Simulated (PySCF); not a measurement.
# C2H9NSi: the cost of one run

Computed with PySCF 2.14.0, with density-fitted response routines of our own, on a single molecule in the gas phase. Atoms count from 0, in the outputs and in this text.

### 1 Starting geometry

13 atoms, charge 0, multiplicity 1; geometry from: GFN2-xTB. The atoms were then displaced at random by about 0.03 Å, so the start is not that level's minimum.

Bonds of the start (Å): C0–N1 1.37, N1–C2 1.47, N1–Si3 1.82, C0–H4 1.18, C0–H5 1.15, C0–H6 1.10, C2–H7 1.04, C2–H8 1.09, C2–H9 1.10, Si3–H10 1.49, Si3–H11 1.44, Si3–H12 1.35.

### 2 Optimising the geometry at PBE0-D3(BJ)/def2-SVP

What the job is given:

```
{"job": {"xc": "PBE0", "basis": "def2-SVP", "d3": "d3bj", "grid": 1, "shake": 0.03, "kind": "geom"}, "charge": 0, "multiplicity": 1}
C     -0.207790     1.355290     0.239940
N     -0.033770     0.001960     0.288510
C     -1.291300    -0.765730     0.230660
Si     1.583030    -0.657700    -0.207190
H     -0.804360     1.690860    -0.725790
H     -0.899170     1.754240     1.069360
H      0.699760     1.970180     0.267380
H     -1.708350    -0.635450    -0.717340
H     -1.004480    -1.793900     0.466290
H     -1.917760    -0.438180     1.079580
H      1.526890    -1.971900     0.499450
H      1.665440    -0.868360    -1.626740
H      2.413730     0.307550     0.244050
```

Launch:

```sh
$ OMP_NUM_THREADS=1 python probes_run.py task.json out
```

One launch serves the whole session: the jobs run in the order shown.

**Question.** How long does this first job take on 1 thread of Intel Xeon Platinum 8259CL at 2.50GHz, shared host, and how much memory does it need?

About 40 s, with a peak of 0.42 GiB.
